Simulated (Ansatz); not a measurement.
This script for Ansatz 0.2.0 through its Python package starts 6 runs on CH₅AlClFSi, SMILES C[SiH2][Al]([F])[Cl]. What input does the engine get in each?

The script, `run_methods.py`:
```python
from pathlib import Path

import ansatz as az
import numpy as np


def main() -> None:
    molecule = (
        az.Crystal.molecule()
        .atom("C", (-0.6556, 0.2009, 1.432))
        .atom("Si", (0.2243, 0.7753, -0.1074))
        .atom("Al", (0.5121, -1.0854, -1.5302))
        .atom("F", (-0.0126, -2.6902, -1.031))
        .atom("Cl", (1.6182, -0.8587, -3.453))
        .atom("H", (-0.1215, -0.515, 1.9555))
        .atom("H", (-0.8275, 1.1233, 2.0888))
        .atom("H", (-1.6513, -0.1518, 1.1189))
        .atom("H", (-0.5406, 1.8232, -0.7771))
        .atom("H", (1.5377, 1.3275, 0.3066))
    )

    calc = molecule.calculation().basis(gaussian="cc-pVDZ")

    print("functional    E (Ha)        dipole (D)   HOMO (eV)  LUMO (eV)")
    for name in ["r2scan0", "lda", "revpbe", "hf", "cam_b3lyp", "blyp"]:
        data = calc.functional(name).forces().orbitals().run(threads=1, backend="cpu", runs_dir="runs").report
        lines = Path(data["orbitals_path"]).read_text().splitlines()
        field_of = lambda key: [line.split("=")[1].strip() for line in lines if line.startswith(key)]
        orbitals = [(27.211386 * float(e), s, float(n)) for e, s, n in zip(field_of("Ene="), field_of("Spin="), field_of("Occup="))]
        homo = max(e for e, _, n in orbitals if n > 0.5)
        lumo = min(e for e, _, n in orbitals if n < 0.5)
        dipole = 4.803205 * np.linalg.norm(data["charge_distribution"]["dipole_moment_e_ang"])
        print(f"{name:10s} {data['free_energy_ev'] / 27.211386246:14.6f} {dipole:9.3f} {homo:11.3f} {lumo:10.3f}")


if __name__ == "__main__":
    main()
```

Run 1:
```yaml
crystal:
  periodic: [false, false, false]
  atoms:
    - { symbol: C, position_ang: [-0.6556, 0.2009, 1.432] }
    - { symbol: Si, position_ang: [0.2243, 0.7753, -0.1074] }
    - { symbol: Al, position_ang: [0.5121, -1.0854, -1.5302] }
    - { symbol: F, position_ang: [-0.0126, -2.6902, -1.031] }
    - { symbol: Cl, position_ang: [1.6182, -0.8587, -3.453] }
    - { symbol: H, position_ang: [-0.1215, -0.515, 1.9555] }
    - { symbol: H, position_ang: [-0.8275, 1.1233, 2.0888] }
    - { symbol: H, position_ang: [-1.6513, -0.1518, 1.1189] }
    - { symbol: H, position_ang: [-0.5406, 1.8232, -0.7771] }
    - { symbol: H, position_ang: [1.5377, 1.3275, 0.3066] }
basis:
  gaussian:
    orbitals: cc-pVDZ
hamiltonian:
  xc: r2scan0
output:
  orbitals: {}
  forces: true
```

Run 2, against run 1:
```diff
-  xc: r2scan0
+  xc: lda
```

Run 3, against run 1:
```diff
-  xc: r2scan0
+  xc: revpbe
```

Run 4, against run 1:
```diff
-  xc: r2scan0
+  xc: hf
```

Run 5, against run 1:
```diff
-  xc: r2scan0
+  xc: cam_b3lyp
```

Run 6, against run 1:
```diff
-  xc: r2scan0
+  xc: blyp
```

Running `python run_methods.py` prints:
```text
functional    E (Ha)        dipole (D)   HOMO (eV)  LUMO (eV)
r2scan0      -1133.046506     3.116      -8.457     -1.720
lda          -1128.465570     3.129      -7.132     -2.661
revpbe       -1132.972596     3.001      -7.009     -2.428
hf           -1130.719217     3.119     -11.003      0.984
cam_b3lyp    -1133.187800     3.038      -9.503     -0.761
blyp         -1133.166638     2.948      -6.867     -2.319
```

Caveats:
- Total energies depend on the basis set; only differences at equal settings carry meaning.
- The geometry is a force-field or estimated start, not a minimum of this method, and the basis set is short of its limit. A lower total doesn't mark the better method: functionals have no common bound, and MP2 and coupled cluster aren't variational.
- Levels such as HOMO and LUMO are orbital energies: with these approximate functionals they aren't the ionisation energy and electron affinity, and their gap isn't the fundamental gap.
- For Al to Cl the sets with a tight d function, cc-pV(X+d)Z, are usual.
- It ran for 43 s on 1 thread of Arm Neoverse V1, on a shared host, peak memory 0.36 GiB.
